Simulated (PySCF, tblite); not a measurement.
**C5H6F4: geometry, infrared bands and NMR shifts**

What infrared bands and NMR shifts should C5H6F4 (`C[C@@H](F)CC(F)=C(F)F`) show?

Programs: tblite 0.8.0 and PySCF 2.14.0, with density-fitted response routines of our own. Each step states its level of theory. These are calculated values for one molecule in the gas phase, unless marked as measured. Atoms are numbered from 0 throughout.

## (1) The starting structure

15 atoms, charge 0, multiplicity 1; geometry from: force field or distance geometry start.

Bonds of the start (Å): C0–C1 1.51, C1–F2 1.38, C1–C3 1.53, C3–C4 1.50, C4–F5 1.36, C4–C6 1.33, C6–F7 1.36, C6–F8 1.36, C0–H9 1.09, C0–H10 1.09, C0–H11 1.11, C1–H12 1.09, C3–H13 1.09, C3–H14 1.10.

## (2) Optimising the geometry with GFN2-xTB

What the job is given:

```
{"job": {"kind": "relax", "xc": "GFN2-xTB", "basis": "xTB"}, "charge": 0, "multiplicity": 1}
C     -2.172100    -0.575700    -0.032500
C     -0.967600     0.257900     0.332000
F     -0.788100     0.155700     1.695800
C      0.300900    -0.254600    -0.347600
C      1.463300     0.641200    -0.058000
F      1.429600     1.884900    -0.605500
C      2.533900     0.296300     0.653400
F      3.545400     1.179100     0.841900
F      2.625200    -0.942700     1.201200
H     -2.383200    -0.529000    -1.102200
H     -2.047600    -1.621600     0.257000
H     -3.066300    -0.208100     0.504200
H     -1.147700     1.308800     0.113400
H      0.157200    -0.312600    -1.426700
H      0.512800    -1.271500     0.009200
```

The run is started by

```sh
$ OMP_NUM_THREADS=1 python probes_run.py task.json out
```

This one command runs all jobs of the session in turn.

**Question.** This job is followed by: GFN2-xTB harmonic vibrations, gas phase; GIAO PBE0/pcSseg-1 NMR shielding, non-relativistic, gas phase. What will the session give for the following? strongest single infrared mode (GFN2-xTB); zero-point energy (GFN2-xTB); ¹³C shifts against TMS (PBE0/pcSseg-1); ¹H shifts against TMS (PBE0/pcSseg-1, means over atoms taken as alike); ¹⁹F shifts against CFCl3 (PBE0/pcSseg-1).

**Answer**, as computed:

| quantity | value |
| --- | --- |
| strongest single infrared mode (GFN2-xTB) | 1209 cm⁻¹, 237 km/mol |
| zero-point energy (GFN2-xTB) | 64.6 kcal/mol |
| ¹³C shifts against TMS (PBE0/pcSseg-1) | 167.9, 136.0, 88.6, 40.0, 23.5 ppm |
| ¹H shifts against TMS (PBE0/pcSseg-1, means over atoms taken as alike) | 5.06, 2.56, 2.28, 1.45 ppm |
| ¹⁹F shifts against CFCl3 (PBE0/pcSseg-1) | -105.0, -125.3, -196.2, -202.4 ppm |

What this shows: The optimisation took 43 steps and gained 0.161 eV; among the close pairs (by a distance rule), C6–F7 changed most, from 1.356 to 1.323 Å. No mode is imaginary among the 39: a minimum at this level. The strongest single mode, at 1209 cm⁻¹, moves mainly C6. Unscaled tight-binding wavenumbers are off by several per cent, some by more. Its intensities can rank the bands wrongly. H12 (hydrogen on an sp3 CH bonded to F) lies farthest downfield among hydrogen, at 5.06 ppm; its carbon carries F, hence the downfield position. At PBE0/pcSseg-1: The widest tensor belongs to F5: span 122 ppm, with a paramagnetic part of -106 ppm.
